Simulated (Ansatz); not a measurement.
Crystal: MnCo2N2.

```xyz
5
Lattice="2.8779 0.0000 0.0000 -1.4390 2.4924 0.0000 0.0000 0.0000 6.4526" Properties=species:S:1:pos:R:3 pbc="T T T"
Co    0.0000    1.6616    5.3920
Co    1.4390    0.8308    1.0606
Mn    0.0000    0.0000    3.2263
N     0.0000    1.6616    1.9657
N     1.4390    0.8308    4.4869
```

The cell comes from a database or a generator and needn't be the stable form of this composition.

```yaml
Program: Ansatz 0.2.0
Task: single point
Functional: PBE
Potentials_or_basis: Ansatz PAW
Cutoff: "420 eV (not typed: the program's choice for these potentials)"
k_mesh: 11 × 11 × 4
Occupations: fermi-dirac, width 0.05 eV
Spin: collinear spin, ferromagnetic start
Starting_moments: "[2.0, 2.0, 4.0, 0.0, 0.0] μB"
```

On this cell: pressure -2.7 GPa; largest force 0.105 eV/Å; net moment 3.64 μB per cell; site moments Co +0.38; Mn +2.55; N +0.02 μB; band gap on the k mesh none (metal or under the smearing width).

The same run follows on a disturbed copy (atoms moved at random, drawn with an rms of 0.05 Å):

```
CELL_PARAMETERS angstrom
2.87792 0.00000 0.00000
-1.43896 2.49235 0.00000
0.00000 0.00000 6.45261
ATOMIC_POSITIONS crystal
Co 0.33748 0.65914 0.83305
Co 0.67564 0.32189 0.16015
Mn 0.00439 0.99938 0.49358
N 0.34380 0.65484 0.31405
N 0.65682 0.31589 0.69644
```

What changes?

The energy (extrapolated to zero smearing) moves by +8.9 meV/atom; pressure -3.1 GPa; largest force 0.730 eV/Å; net moment 3.65 μB per cell; site moments Co +0.38, +0.47; Mn +2.43; N +0.01, +0.04 μB; band gap on the k mesh none (metal or under the smearing width).

Forces on the atoms (eV/Å):
```
Co  -0.190 -0.209  0.083
Co  -0.004  0.011  0.534
Mn   0.080 -0.131  0.254
N   -0.141  0.073 -0.712
N    0.255  0.257 -0.159
```

Stress tensor (GPa, compression positive):
```
-3.90 -0.33 -0.14
-0.33 -2.83 -0.72
-0.14 -0.72 -2.71
```

Caveats: only a ferromagnetic start was run, and an antiferromagnetic order may lie lower in energy.
